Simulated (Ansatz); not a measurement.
# ScClF₂: a ladder of functionals and wavefunction methods

An exercise on one series of results from a longer session: the logs are not shown, and one member is left open.

The runs use Ansatz 0.2.0, Gaussian basis; functionals in def2-TZVPP, the program's frozen cores in correlated methods.

The runs, in order: LDA (SPW92), PBE-D4, revPBE-D4, BLYP-D4, r2SCAN-D4, B97M-V, PBE0-D4, B3LYP-D4, r2SCANh-D4, r2SCAN0-D4, HSE06-D4, BHLYP-D4, CAM-B3LYP-D4, LC-ωPBE, ωB97X-V, ωB97M-V, B2PLYP, PBE-QIDH; CCSD(T)/def2-SVP; CCSD(T)/def2-TZVPP; CCSD(T)/def2-QZVPP; extrapolation to the limit; RPA on PBE.

## Structure used throughout

An earlier PBE0-D4 in a triple-zeta def2 set relaxation fixed the geometry.

4 atoms, charge 0, spin multiplicity 1.

Atoms are counted from 1 here; the program's logs count them from 0.

Bond lengths: F1–Sc2 1.825 Å, Sc2–F3 1.825 Å, Sc2–Cl4 2.297 Å. Angles: F1–Sc2–F3 117.7°, F1–Sc2–Cl4 121.1°, F3–Sc2–Cl4 121.2°.

Set-up of the first run:

Input file in.yaml:

```yaml
crystal:
  periodic: [false, false, false]
  atoms:
    - {symbol: F, position_ang: [1.207368, 0.422341, 1.379747]}
    - {symbol: Sc, position_ang: [0.070561, -0.083717, 0.044727]}
    - {symbol: F, position_ang: [-0.015381, -1.859392, -0.368002]}
    - {symbol: Cl, position_ang: [-1.206948, 1.460468, -1.076671]}
basis:
  gaussian: {orbitals: def2-TZVPP}
hamiltonian: {xc: lda}
output: {orbitals: {seedname: orbitals}}
```

Started as:

```bash
$ ansatz run in.yaml --threads 2 --pin off --events-out ev --progress --plain --max-ram 32768MiB --backend cpu
```

Among the steps run: LDA; PBE-D4 (GGA); revPBE-D4 (GGA); BLYP-D4 (GGA); r2SCAN-D4 (meta-GGA); B97M-V (meta-GGA); PBE0-D4 (hybrid); B3LYP-D4 (hybrid); r2SCANh-D4 (hybrid); r2SCAN0-D4 (hybrid); HSE06-D4 (hybrid); BHLYP-D4 (hybrid); CAM-B3LYP-D4 (range-separated); LC-ωPBE (range-separated); ωB97X-V (range-separated); ωB97M-V (range-separated); B2PLYP (double hybrid); PBE-QIDH (double hybrid).

One table of the session follows, with a row left open; its other results are not shown here.

It belongs to the step «Frontier levels by functional». 

| functional | HOMO (eV) | LUMO (eV) | gap (eV) |
| --- | --- | --- | --- |
| LDA (SPW92) | -8.07 | -4.03 | 4.04 |
| PBE-D4 | -7.87 | -3.79 | 4.08 |
| revPBE-D4 | -7.80 | -3.65 | 4.15 |
| BLYP-D4 | -7.73 | -3.84 | 3.89 |
| r2SCAN-D4 | -8.24 | -3.49 | 4.75 |
| B97M-V | -8.29 | -3.63 | 4.67 |
| PBE0-D4 | -9.31 | -2.87 | 6.44 |
| B3LYP-D4 | -9.04 | -3.28 | 5.75 |
| r2SCANh-D4 | -8.77 | -3.15 | 5.61 |
| r2SCAN0-D4 | -9.56 | -2.66 | 6.90 |
| HSE06-D4 | -8.90 | -3.24 | 5.66 |
| BHLYP-D4 | ? | ? | ? |
| CAM-B3LYP-D4 | -10.71 | -2.05 | 8.66 |
| LC-ωPBE | -12.11 | -0.64 | 11.47 |
| ωB97X-V | -11.74 | -0.83 | 10.91 |
| ωB97M-V | -11.60 | -1.17 | 10.42 |

**Question.** Estimate the row for BHLYP-D4.

Worked estimate for «HOMO (eV)». Against the share of exact exchange, BLYP-D4 (0, -7.73), B3LYP-D4 (0.2, -9.04) give a slope of -6.55 per unit share; at 0.5 the line stands at -11.00.

As computed: HOMO (eV): -10.61; LUMO (eV): -2.17; gap (eV): 8.44. In «HOMO (eV)» the line misses by -0.39.
